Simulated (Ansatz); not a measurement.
# TaN: the cost of one run

Method: DFT r²SCAN+U (U_eff = 1 eV on Ta d), plane waves, PAW, no spin–orbit coupling unless a run says so, in Ansatz 0.2.0.

**1. Starting point**

It takes space group Fm-3m (No. 225, cubic). The conventional cell has a = 4.358 Å, b = 4.358 Å, c = 4.358 Å, α = 90.00°, β = 90.00°, γ = 90.00°. Ta (site symmetry m-3m) has 6 N at 2.18 Å as nearest neighbours. N (site symmetry m-3m) has 6 Ta at 2.18 Å as nearest neighbours.

Coordinates:

```cif
data_structure
_symmetry_space_group_name_H-M 'P 1'
_symmetry_Int_Tables_number 1
_cell_length_a 3.0816
_cell_length_b 3.0816
_cell_length_c 3.0816
_cell_angle_alpha 60.000
_cell_angle_beta 60.000
_cell_angle_gamma 60.000
_cell_volume 20.69
loop_
_atom_site_label
_atom_site_type_symbol
_atom_site_fract_x
_atom_site_fract_y
_atom_site_fract_z
_atom_site_occupancy
Ta1 Ta 0.50000 0.50000 0.50000 1
N1 N 0.00000 0.00000 0.00000 1
```

Magnetic order typed: ferromagnetic.

**2. From atoms, symmetry kept, no search**

input.yaml reads:

```yaml
crystal:
  lattice:
    - [0.0, 2.17900131, 2.17900131]
    - [2.17900131, 0.0, 2.17900131]
    - [2.17900131, 2.17900131, 0.0]
  atoms:
    - { symbol: Ta, position: [0.5, 0.5, 0.5], spin: 2.0 }
    - { symbol: "N", position: [0.0, 0.0, 0.0] }
basis:
  ecutwfc: 500
  ecutrho_ratio: 4
kpoints:
  mp_grid: { grid: [7, 7, 7] }
hamiltonian:
  xc: r2scan
  hubbard: { sites: [{ site: 0, l: d, u_eff: 1.0 }] }
scf:
  occupations: { method: gaussian, width: 0.05 }
  lower_state_search: "off"
  max_iter: 150
output:
  forces: true
  stress: true
  eigenvalues: true
  populations: true
  hubbard: { sites: [{ site: 0, l: d }] }
magnetization:
  spin_polarized: true
```

Run with:

```
> ansatz run input.yaml --threads 2 --pin off --max-ram 3072MiB --backend cpu --events-out ev --progress --plain --runs-dir out
```

Q: Estimate wall time and peak memory on 2 threads of Intel Xeon Platinum 8259CL at 2.50GHz (Skylake/Cascade Lake), shared host.

About 7.7 s, with a peak of 0.42 GiB.
